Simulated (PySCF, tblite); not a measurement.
# C4H12OSeSi2: geometry, infrared bands and NMR shifts

What infrared bands and NMR shifts should C4H12OSeSi2 (`CC1(C)C[Si@H](O[SiH3])[Se]1`) show?

Computed with tblite 0.8.0 and PySCF 2.14.0, with density-fitted response routines of our own, on a single molecule in the gas phase. Atoms count from 0, in the outputs and in this text.

### 1 The molecule as given

20 atoms, charge 0, multiplicity 1; geometry from: force field or distance geometry start.

Bonds of the start (Å): C0–C1 1.53, C1–C2 1.53, C1–C3 1.55, C3–Si4 1.84, Si4–O5 1.72, O5–Si6 1.72, Si4–Se7 2.25, Se7–C1 1.97, C0–H8 1.11, C0–H9 1.10, C0–H10 1.12, C2–H11 1.11, C2–H12 1.12, C2–H13 1.11, C3–H14 1.12, C3–H15 1.12, Si4–H16 1.47, Si6–H17 1.48, Si6–H18 1.47, Si6–H19 1.48.

### 2 Optimising the geometry with GFN2-xTB

The job: settings as JSON, then the geometry in Å.

```
{"job": {"kind": "relax", "xc": "GFN2-xTB", "basis": "xTB"}, "charge": 0, "multiplicity": 1}
C     -1.899200     1.327400     0.249600
C     -1.309700     0.044400    -0.328500
C     -2.367000    -1.051800    -0.459600
C     -0.096400    -0.441500     0.511500
Si     1.217900    -0.295500    -0.769600
O      2.299500     0.995800    -0.441800
Si     3.479500     0.351400     0.633400
Se    -0.474700     0.410700    -2.070600
H     -2.318400     1.144300     1.265700
H     -1.135000     2.120200     0.326000
H     -2.725000     1.696800    -0.411000
H     -1.940800    -1.970000    -0.905900
H     -3.200300    -0.695100    -1.115900
H     -2.799500    -1.303600     0.527800
H      0.130000     0.217300     1.388000
H     -0.189300    -1.506200     0.857700
H      1.835600    -1.554300    -1.209300
H      4.205700    -0.762300    -0.007300
H      4.441900     1.405300     0.992300
H      2.840000    -0.122500     1.879800
```

Command:

```
$ OMP_NUM_THREADS=1 python probes_run.py task.json out
```

One launch serves the whole session: the jobs run in the order shown.

**Question.** This job is followed by: GFN2-xTB harmonic vibrations, gas phase; GIAO PBE0/pcSseg-1 NMR shielding, non-relativistic, gas phase. What will the session give for the following? strongest single infrared mode (GFN2-xTB); zero-point energy (GFN2-xTB); 13C shifts against TMS (PBE0/pcSseg-1); 1H shifts against TMS (PBE0/pcSseg-1, means over atoms taken as alike); 29Si shifts against TMS (PBE0/pcSseg-1); 17O shifts against H2O (PBE0/pcSseg-1); 77Se shifts against Me2Se (PBE0/pcSseg-1).

As calculated:

| quantity | value |
| --- | --- |
| strongest single infrared mode (GFN2-xTB) | 1086 cm⁻¹, 723 km/mol |
| zero-point energy (GFN2-xTB) | 92.1 kcal/mol |
| 13C shifts against TMS (PBE0/pcSseg-1) | 56.1, 44.9, 42.2, 40.6 ppm |
| 1H shifts against TMS (PBE0/pcSseg-1, means over atoms taken as alike) | 6.06, 5.21, 2.46, 1.83, 1.80, 1.76 ppm |
| 29Si shifts against TMS (PBE0/pcSseg-1) | -22.8, -42.2 ppm |
| 17O shifts against H2O (PBE0/pcSseg-1) | 47.6 ppm |
| 77Se shifts against Me2Se (PBE0/pcSseg-1) | 343 ppm |

In words: Over 126 steps the energy fell by 0.910 eV; of the close pairs, Si4–O5 changed most, 1.716 to 1.611 Å. The lowest mode is slightly imaginary (19i cm⁻¹), a soft motion within the noise of the Hessian, so the minimum is not strictly shown. The strongest single mode, at 1086 cm⁻¹, moves mainly O5. GFN2-xTB is a fitted tight-binding method: band positions and strengths are rough. Its intensities can rank the bands wrongly. At PBE0/pcSseg-1: The largest span, 1411 ppm, is at Se7, where the paramagnetic term is -1591 ppm. Spin-orbit coupling is left out, which matters for shieldings and couplings at and beside the heavy atoms.
